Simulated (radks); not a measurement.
# Ionisation of Sc⁺: one atom, several choices of exchange strength α

One table from this session's results is given with a row withheld; the runs are named, their logs left out.

The numbers are computed with radks (a radial shooting solver on a logarithmic mesh, Libxc functionals) version 1 (scalar-relativistic Kohn-Sham, spin-unpolarised, spherical densities, point nucleus), except any that are marked as measured or tabulated.

**What is computed**

| Quantity | Value |
| --- | --- |
| element | scandium (Z = 21) |
| charge | +1 |
| electrons | 20 |
| configuration | [Ar] 3d1 4s1 |
| ion | Sc²⁺, [Ar] 3d1 |
| choices | α = 0.576; α = 0.647; α = 0.667; α = 0.699; α = 0.755; α = 0.923 |

The outer shells:

Sc⁺
```
[Ar] core
3d [↑ ][  ][  ][  ][  ]
4s [↑ ]
```

Sc²⁺
```
[Ar] core
3d [↑ ][  ][  ][  ][  ]
```

The first run:

Input:

```text
Z 21
configuration [Ar] 3d1 4s1
relativity scalar-relativistic
functional xalpha 0.576
spin unpolarised
nucleus point
c 137.035999084
```

Steps of the session up to this table: α = 0.576: Sc⁺.

One table of the session follows, with a row left open; its other results are not shown here.

It belongs to the step «α = 0.576: Sc⁺». From the orbitals of this run (lengths in bohr):

```
level      <r>  outermost maximum (interpolated)  90 % within  nodes
   1s  0.07332                            0.0480        0.131      0
   2s   0.3461                             0.285        0.539      1
   2p   0.3099                             0.233        0.511      0
   3s    1.085                             0.931         1.63      2
   3p    1.184                             0.974         1.83      1
   4s        ?                                 ?            ?      ?
   3d    1.842                              1.12         3.27      0
```

Estimate the missing values for 4s.

The run gave: <r>: 3.469; outermost maximum (interpolated): 2.98; 90 % within: 5.14; nodes: 3. In the column «<r>» it is the highest.

Limits of these values: Spin polarisation and multiplet splitting are left out, so open shells lie too high by an amount that depends on their filling.
